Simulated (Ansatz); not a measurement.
# ZrFe2: properties at the relaxed cell

Aim: for ZrFe2, measure the bulk modulus from energies at several volumes.

Program: Ansatz 0.2.0. Level of theory: DFT r2SCAN, scalar-relativistic, plane waves, PAW. These are calculated values, not measurements.

1 further run of the same task is left out (it didn't finish).

### Step 1. Starting point

The structure is cubic, space group Fd-3m (No. 227). The conventional cell has a = 7.098 Å, b = 7.098 Å, c = 7.098 Å, α = 90.00°, β = 90.00°, γ = 90.00°. Zr (site symmetry -43m) is surrounded by 12 Fe at 2.94 Å and 4 Zr at 3.07 Å. Fe (site symmetry -3m) is surrounded by 6 Fe at 2.51 Å.

Coordinates:

```
Zr Fe
1.0
     0.00000    3.54877    3.54877
     3.54877    0.00000    3.54877
     3.54877    3.54877    0.00000
Zr Fe
2 4
Direct
  0.50000 0.50000 0.50000
  0.75000 0.75000 0.75000
  0.12500 0.12500 0.12500
  0.62500 0.12500 0.12500
  0.12500 0.12500 0.62500
  0.12500 0.62500 0.12500
```

It is the result of an earlier relaxation at this level (volume 14.90 Å³/atom; gap on the mesh: none (metal), site moments up to 2.5 μB).

### Step 2. Point at V/V0 = 0.97

The input, input.yaml:

```yaml
crystal:
  lattice:
    - [0.0, 3.5129168318, 3.5129168318]
    - [3.5129168318, 0.0, 3.5129168318]
    - [3.5129168318, 3.5129168318, 0.0]
  atoms:
    - { symbol: Zr, position: [0.5, 0.5, 0.5], spin: -0.8 }
    - { symbol: Zr, position: [0.75, 0.75, 0.75], spin: -0.8 }
    - { symbol: Fe, position: [0.125, 0.125, 0.125], spin: 2.76 }
    - { symbol: Fe, position: [0.625, 0.125, 0.125], spin: 2.76 }
    - { symbol: Fe, position: [0.125, 0.125, 0.625], spin: 2.76 }
    - { symbol: Fe, position: [0.125, 0.625, 0.125], spin: 2.76 }
basis:
  ecutwfc: 500
kpoints:
  mp_grid: { grid: [10, 10, 10] }
hamiltonian:
  xc: r2scan
scf:
  occupations: { method: gaussian, width: 0.1 }
output:
  forces: true
  stress: true
  eigenvalues: true
  populations: true
magnetization:
  spin_polarized: true
```

Started as:

```bash
ansatz run input.yaml --threads 1 --pin off --max-ram 2560MiB --backend cpu --events-out ev --progress --plain --runs-dir out
```

### Step 3. The cell scaled to 1.03 of its volume

Changes to input.yaml since step 2:

```diff
@@ -2,5 +2,5 @@
   lattice:
-    - [0.0, 3.5129168318, 3.5129168318]
-    - [3.5129168318, 0.0, 3.5129168318]
-    - [3.5129168318, 3.5129168318, 0.0]
+    - [0.0, 3.5839039742, 3.5839039742]
+    - [3.5839039742, 0.0, 3.5839039742]
+    - [3.5839039742, 3.5839039742, 0.0]
   atoms:
@@ -25,2 +25,6 @@
   populations: true
+  write_density: true
+  write_potential: true
+  elf: true
+  volumetric_format: npy
 magnetization:
```

### Step 4. Point at V/V0 = 0.94

Changes to input.yaml since step 3:

```diff
@@ -2,5 +2,5 @@
   lattice:
-    - [0.0, 3.5839039742, 3.5839039742]
-    - [3.5839039742, 0.0, 3.5839039742]
-    - [3.5839039742, 3.5839039742, 0.0]
+    - [0.0, 3.4763212868, 3.4763212868]
+    - [3.4763212868, 0.0, 3.4763212868]
+    - [3.4763212868, 3.4763212868, 0.0]
   atoms:
@@ -25,6 +25,2 @@
   populations: true
-  write_density: true
-  write_potential: true
-  elf: true
-  volumetric_format: npy
 magnetization:
```

### Step 5. Volume × 1.06

Changes to input.yaml since step 4:

```diff
@@ -2,5 +2,5 @@
   lattice:
-    - [0.0, 3.4763212868, 3.4763212868]
-    - [3.4763212868, 0.0, 3.4763212868]
-    - [3.4763212868, 3.4763212868, 0.0]
+    - [0.0, 3.6183667034, 3.6183667034]
+    - [3.6183667034, 0.0, 3.6183667034]
+    - [3.6183667034, 3.6183667034, 0.0]
   atoms:
```

(Steps that only read results are left out.)

Q: Predict the outcome of this session. Wanted: equilibrium volume of the fit; bulk modulus.

The runs gave:

| quantity | value |
| --- | --- |
| equilibrium volume of the fit | 14.89 Å³/atom |
| bulk modulus | 135 GPa |
| its pressure derivative | 5.8 |

What this shows: The fit puts the minimum at 14.89 Å³/atom with B = 135 GPa and B' = 5.8. Other magnetic orders or occupations could lie lower; they were not searched in full.
